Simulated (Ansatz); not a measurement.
Turn this script for Ansatz 0.2.0 through its Python package into the input file that the command-line program reads.

The script, `energy_alcl2ho.py`:
```python
# -*- coding: utf-8 -*-
"""Single point of AlCl2HO in a Gaussian basis."""

import logging
import sys

import ansatz as az
from ase import Atoms

logging.basicConfig(stream=sys.stdout, format="%(name)s: %(message)s")
logger = logging.getLogger("ansatz_job")
logger.setLevel(logging.INFO)

atoms = Atoms(["O", "Al", "Cl", "Cl", "H"], positions=[
    (-0.1954, 1.396, 0.352),
    (-0.1352, -0.3738, 0.0748),
    (1.1911, -1.5867, 1.314),
    (-1.2639, -1.3227, -1.5106),
    (0.4533, 1.8135, -0.2716),
])
geometry = az.Crystal.molecule_from_ase(atoms)

base = (
    geometry.calculation()
    .basis(gaussian="def2-TZVP")
    .functional(az.LibraryFunctional("B2GP-PLYP"))
)
trace = []
outcome = base.session().plan().execute(on_event=trace.append)
data = outcome.report
for event in trace:
    if event["event"] == "mean_field_evaluation" and event["data"]["evaluation"] <= 25:
        logger.info("pass {evaluation:3d}  E = {energy_ev:.6f} eV  gradient {gradient_ev:.1e}".format(**event["data"]))

logger.info("reference energy %16.6f eV" % data["reference_energy_ev"])
logger.info("total energy     %16.6f eV" % data["free_energy_ev"])
print("occupied (up, down):", data["n_occupied"], " virtual:", data["n_virtual"], " frozen:", data["n_frozen"])
```

```console
$ python energy_alcl2ho.py
ansatz_job: pass   1  E = -33685.279286 eV  gradient 4.7e+01
ansatz_job: pass   2  E = -33685.382748 eV  gradient 4.7e+01
ansatz_job: pass   3  E = -33684.237660 eV  gradient 5.5e+01
ansatz_job: pass   4  E = -33689.362750 eV  gradient 3.7e+00
ansatz_job: pass   5  E = -33689.388670 eV  gradient 1.5e+00
ansatz_job: pass   6  E = -33689.393301 eV  gradient 1.9e-01
ansatz_job: pass   7  E = -33689.393238 eV  gradient 1.9e-01
ansatz_job: pass   8  E = -33689.408934 eV  gradient 3.2e-01
ansatz_job: pass   9  E = -33689.409245 eV  gradient 5.7e-02
ansatz_job: pass  10  E = -33689.409257 eV  gradient 1.8e-02
ansatz_job: pass  11  E = -33689.409258 eV  gradient 3.8e-03
ansatz_job: pass  12  E = -33689.409260 eV  gradient 4.9e-03
ansatz_job: pass  13  E = -33689.409260 eV  gradient 1.4e-03
ansatz_job: pass  14  E = -33689.409260 eV  gradient 3.0e-04
ansatz_job: pass  15  E = -33689.409260 eV  gradient 3.2e-04
ansatz_job: pass  16  E = -33689.409260 eV  gradient 6.2e-05
ansatz_job: pass  17  E = -33689.409260 eV  gradient 2.2e-05
ansatz_job: pass  18  E = -33689.409260 eV  gradient 2.3e-05
ansatz_job: pass  19  E = -33689.409260 eV  gradient 6.9e-06
ansatz_job: pass  20  E = -33689.409260 eV  gradient 2.5e-06
ansatz_job: pass  21  E = -33689.409260 eV  gradient 3.3e-07
ansatz_job: pass  22  E = -33689.409260 eV  gradient 1.1e-06
ansatz_job: reference energy    -33689.409380 eV
ansatz_job: total energy        -33697.092541 eV
occupied (up, down): [12, 12]  virtual: [120, 120]  frozen: 16
```

`input.yaml`:
```yaml
crystal:
  periodic: [false, false, false]
  atoms:
    - { symbol: O, position_ang: [-0.1954, 1.396, 0.352] }
    - { symbol: Al, position_ang: [-0.1352, -0.3738, 0.0748] }
    - { symbol: Cl, position_ang: [1.1911, -1.5867, 1.314] }
    - { symbol: Cl, position_ang: [-1.2639, -1.3227, -1.5106] }
    - { symbol: H, position_ang: [0.4533, 1.8135, -0.2716] }
basis:
  gaussian: { orbitals: def2-TZVP }
hamiltonian:
  xc: { name: B2GP-PLYP }
```

The program run on that file:
```console
$ ansatz run input.yaml --threads 1 --pin off --max-ram 4096MiB --backend cpu --events-out ev --progress --plain --runs-dir out
Engine: ansatz 0.2.0, x86_64-unknown-linux-gnu
Functional definition: B2GP-PLYP
  parameter a = 0.65
  parameter c = 0.36
  exchange = (1 - a)*b88_x + a*exact_x
  correlation = (1 - c)*lyp_c + c*(mp2_os + mp2_ss)
904 factors; integrals over basis functions are off by at most 1.3e-3 eV
mean field evaluation 1: about -33685.2793 eV, gradient 4.7e1 eV
mean field evaluation 2: about -33685.3827 eV, gradient 4.7e1 eV
mean field evaluation 4: about -33689.3627 eV, gradient 3.7e0 eV
mean field evaluation 8: about -33689.4089 eV, gradient 3.2e-1 eV
mean field evaluation 16: about -33689.4093 eV, gradient 6.2e-5 eV
mean field -33689.40926005 eV, -1238.0629548051 hartree, gradient 1.1e-6 eV, S^2 0.000000; 0 other end points of the search recorded, 0 dependent functions left out
16 core orbitals not correlated: weight in the atoms' cores, before any rotation towards them, 1.000 or more for the frozen orbitals, at most 0.000 for the correlated occupied ones
reference -33689.40937981 eV, -1238.0629592061 hartree; 12, 12 occupied and 120, 120 virtual orbitals, 904 factors
second order -21.34211503 eV of doubles, -0.00000000 eV of singles
Total energy: -33697.09254122 eV, -1238.3453101802 hartree
```

Reading the output:
- Total energies depend on the basis set; only differences at equal settings carry meaning.
- The geometry is a force-field or estimated start, not a minimum of this method, and the basis set is short of its limit.
- For a double hybrid the total adds scaled second-order correlation to the self-consistent reference.
- Early passes use coarser integrals and grids, so their energies can't be compared with the last.
- Hardware and time: 8.1 s on 1 thread of Intel(R) Xeon(R) Platinum 8259CL CPU @ 2.50GHz (Skylake/Cascade Lake), with other jobs on the host, peak memory 0.32 GiB.

(A comment or docstring line of the script was reworded after the run, the code is as it ran; lines on the test bed's own set-up are left out of the output.)
